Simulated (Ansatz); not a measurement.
# CH₂F₄Sn: taking an electron away

An exercise on one series of results from a longer session: the logs are not shown, and one member is left open.

Computed with Ansatz 0.2.0, Gaussian basis. Level: unrestricted cation, the program's frozen cores in correlated methods.

The runs, in order: UKS PBE-D4/def2-TZVPP; UKS r2SCAN-D4/def2-TZVPP; UKS PBE0-D4/def2-TZVPP; UKS B3LYP-D4/def2-TZVPP; UKS wB97X-V/def2-TZVPP; UKS wB97M-V/def2-TZVPP; UKS B2PLYP/def2-TZVPP; UHF-CCSD(T)/def2-TZVPP; UHF-MP2/def2-QZVPP; extrapolation to the limit; then −ε(HOMO) from the neutral's earlier runs with LDA (SPW92), PBE-D4, revPBE-D4, BLYP-D4, r2SCAN-D4, B97M-V, PBE0-D4, B3LYP-D4, r2SCANh-D4, r2SCAN0-D4, HSE06-D4, BHLYP-D4, CAM-B3LYP-D4, LC-ωPBE, ωB97X-V, ωB97M-V.

### Structure used throughout

The geometry comes from an earlier relaxation with PBE0-D4 in a triple-zeta def2 set; it is a stationary point, not always the lowest conformer. Sn takes the def2 core potential; no spin-orbit term is included.

SMILES `[F][SnH2][C](F)(F)F`, 8 atoms, charge 0, spin multiplicity 1.

Atoms are counted from 1 here; the program's logs count them from 0.

Bond lengths: F1–Sn2 1.917 Å, Sn2–C3 2.202 Å, Sn2–H7 1.697 Å, Sn2–H8 1.697 Å, C3–F4 1.339 Å, C3–F5 1.347 Å, C3–F6 1.338 Å. Angles: F1–Sn2–C3 103.3°, F1–Sn2–H7 106.2°, F1–Sn2–H8 106.2°, C3–Sn2–H7 111.1°, C3–Sn2–H8 111.1°, H7–Sn2–H8 117.6°, Sn2–C3–F4 112.4°, Sn2–C3–F5 110.2°, Sn2–C3–F6 112.4°, F4–C3–F5 107.1°, F4–C3–F6 107.4°, F5–C3–F6 107.1°.

Set-up of the first run:

File in.yaml:

```yaml
crystal:
  periodic: [false, false, false]
  atoms:
    - {symbol: F, position_ang: [-1.567699, -1.712969, 0.359121]}
    - {symbol: Sn, position_ang: [0.222223, -1.052895, 0.167370]}
    - {symbol: C, position_ang: [-0.067927, 1.099479, -0.197549]}
    - {symbol: F, position_ang: [-0.773693, 1.337453, -1.309733]}
    - {symbol: F, position_ang: [1.123404, 1.711302, -0.346270]}
    - {symbol: F, position_ang: [-0.698796, 1.707668, 0.814167]}
    - {symbol: H, position_ang: [0.866551, -1.824019, -1.199689]}
    - {symbol: H, position_ang: [0.988138, -1.323219, 1.656984]}
basis:
  gaussian: {orbitals: def2-TZVPP}
total_charge: 1
magnetization: {spin_polarized: true, initial_magnetization: 1}
hamiltonian: {xc: pbe, dispersion: d4}
```

The run is started by

```console
$ ansatz run in.yaml --threads 2 --pin off --events-out ev --progress --plain --max-ram 22528MiB --backend cpu
```

Steps of the session up to this table: Cation, UKS PBE-D4/def2-TZVPP; Cation, UKS r2SCAN-D4/def2-TZVPP; Cation, UKS PBE0-D4/def2-TZVPP; Cation, UKS B3LYP-D4/def2-TZVPP; Cation, UKS wB97X-V/def2-TZVPP; Cation, UKS wB97M-V/def2-TZVPP; Cation, UKS B2PLYP (frozen core)/def2-TZVPP; Cation, UHF-CCSD(T)/def2-TZVPP; Cation, UHF-MP2/def2-QZVPP.

One of the session's tables, all rows but one given; the rest of the session is left out.

Orbital estimates, from the neutral's runs:

```
  functional  −ε(HOMO) (eV)
 LDA (SPW92)           7.86
      PBE-D4           7.65
   revPBE-D4           7.57
     BLYP-D4           7.59
   r2SCAN-D4           8.00
      B97M-V              ?
     PBE0-D4           9.15
    B3LYP-D4           8.95
  r2SCANh-D4           8.55
  r2SCAN0-D4           9.38
    HSE06-D4           8.74
    BHLYP-D4          10.61
CAM-B3LYP-D4          10.58
     LC-ωPBE          11.81
     ωB97X-V          11.49
     ωB97M-V          11.37
```

Estimate the missing values for B97M-V.

As computed: −ε(HOMO) (eV): 8.09. In the column «−ε(HOMO) (eV)» it lies between r2SCAN-D4 (8.00) and r2SCANh-D4 (8.55).
